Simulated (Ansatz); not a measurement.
# ZrF (doublet): wave-function methods side by side, def2-TZVPP

An exercise on one series of results from a longer session: the logs are not shown, and one member is left open.

The runs use Ansatz 0.2.0, Gaussian basis; def2-TZVPP, core rule «outside noble gas», up to 5 orbitals frozen.

The runs, in order: UHF; ROHF; CCSD(T) on UHF.

2 further runs of the same task are left out: 2 set aside as unsound or not needed.

## What is computed

The geometry is a PBE0/def2-TZVP stationary point (not a proven minimum). No spin-orbit coupling is included. Elements past krypton take def2 core potentials.

2 atoms, charge 0, spin multiplicity 2.

Atoms are counted from 1 here; the program's logs count them from 0.

Bond lengths: Zr1–F2 1.857 Å.

The first run:

Input file in.yaml:

```yaml
crystal:
  periodic: [false, false, false]
  atoms:
    - {symbol: Zr, position_ang: [0.000000, 0.000000, 0.000000]}
    - {symbol: F, position_ang: [0.000000, 0.000000, 1.857200]}
basis:
  gaussian: {orbitals: def2-TZVPP}
magnetization: {spin_polarized: true, initial_magnetization: 1}
hamiltonian: {xc: hf}
output: {orbitals: {seedname: orbitals}}
```

Started as:

```sh
ansatz run in.yaml --threads 1 --pin off --events-out ev --progress --plain --max-ram 4096MiB --backend cpu
```

Among the steps run: UHF; ROHF; CCSD(T) on UHF.

One of the session's tables, all rows but one given; the rest of the session is left out.

```
  method  from UCCSD(T) (meV)
    ROHF              +9555.9
     UHF                    ?
    UMP2               +715.1
   UCCSD               +356.7
UCCSD(T)                    0
```

Estimate the missing values for UHF.

The run gave: from UCCSD(T) (meV): +9254.4. In the column «from UCCSD(T) (meV)» it lies between UMP2 (+715.1) and ROHF (+9555.9).

With the free atoms at the same levels and basis (separate runs), the atomisation energy is 6.293 eV at UCCSD(T), 4.454 eV at ROHF.

Limits of these values: The determinant is far from a pure spin state, so its energy mixes those of several spin states (harmless only where they are near-degenerate, as at dissociation). Warnings: spin contamination; coupled cluster took another determinant than the lowest.
